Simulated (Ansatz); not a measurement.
# Ba2Al3C: the cost of one run

Program: Ansatz 0.2.0. Level of theory: DFT r2SCAN, scalar-relativistic, plane waves, PAW. These are calculated values, not measurements.

3 further runs of the same task are left out: 1 that didn't finish, 2 set aside as unsound or not needed. Runs told in other sessions of the task aren't counted.

## 1. The system as given

It takes space group P6/mmm (No. 191, hexagonal). Conventional cell: a = 6.148 Å, b = 6.148 Å, c = 3.847 Å, α = 90.00°, β = 90.00°, γ = 120.00°. Ba (site symmetry -6m2) is surrounded by 6 Al at 2.62 Å and 3 Ba at 3.55 Å and 3 C at 3.55 Å. Al (site symmetry mmm) is surrounded by 4 Ba at 2.62 Å and 4 Al at 3.07 Å and 4 C at 3.63 Å. C (site symmetry 6/mmm) has 6 Ba at 3.55 Å and 12 Al at 3.63 Å in its first shell of neighbours.

Coordinates:

```cif
data_structure
_symmetry_space_group_name_H-M 'P6/mmm'
_symmetry_Int_Tables_number 191
_cell_length_a 6.1479
_cell_length_b 6.1479
_cell_length_c 3.8470
_cell_angle_alpha 90.000
_cell_angle_beta 90.000
_cell_angle_gamma 120.000
_cell_volume 125.92
loop_
_atom_site_label
_atom_site_type_symbol
_atom_site_symmetry_multiplicity
_atom_site_Wyckoff_symbol
_atom_site_fract_x
_atom_site_fract_y
_atom_site_fract_z
_atom_site_occupancy
Ba1 Ba 2 c 0.33333 0.66667 0.00000 1
Al1 Al 3 g 0.50000 0.00000 0.50000 1
C1 C 1 a 0.00000 0.00000 0.00000 1
```

This is candidate A: ZrCo3B2 type (P6/mmm, No. 191).

(A quick probe on a coarse mesh, which set the mesh and smearing, is not shown.)

## 3. Coarse relaxation (candidate A)

input.yaml reads:

```yaml
crystal:
  lattice:
    - [6.1478902374, 0.0, 0.0]
    - [-3.0739451187, 5.3242291252, 0.0]
    - [0.0, 0.0, 3.8470147142]
  atoms:
    - { symbol: Ba, position: [0.3333333333, 0.6666666667, 0.0] }
    - { symbol: Ba, position: [0.6666666667, 0.3333333333, 0.0] }
    - { symbol: Al, position: [0.5, 0.0, 0.5] }
    - { symbol: Al, position: [0.5, 0.5, 0.5] }
    - { symbol: Al, position: [0.0, 0.5, 0.5] }
    - { symbol: C, position: [0.0, 0.0, 0.0] }
basis:
  ecutwfc: 500
kpoints:
  mp_grid: { grid: [3, 3, 4] }
hamiltonian:
  xc: r2scan
scf:
  occupations: { method: gaussian, width: 0.1 }
  lower_state_search: "off"
output:
  forces: true
  stress: true
  eigenvalues: true
relax:
  adjacent_minimum: "off"
  f_tol: 0.04
  max_steps: 70
  cell: { stress_tol: 0.4 }
```

Launch:

```bash
$ ansatz run input.yaml --threads 1 --pin off --max-ram 2560MiB --backend cpu --events-out ev --progress --plain --runs-dir out
```

**Question.** How long does this run take on 1 thread of Arm Neoverse V1, shared host, and how much memory does it need?

About 2.9 min, with a peak of 0.75 GiB.
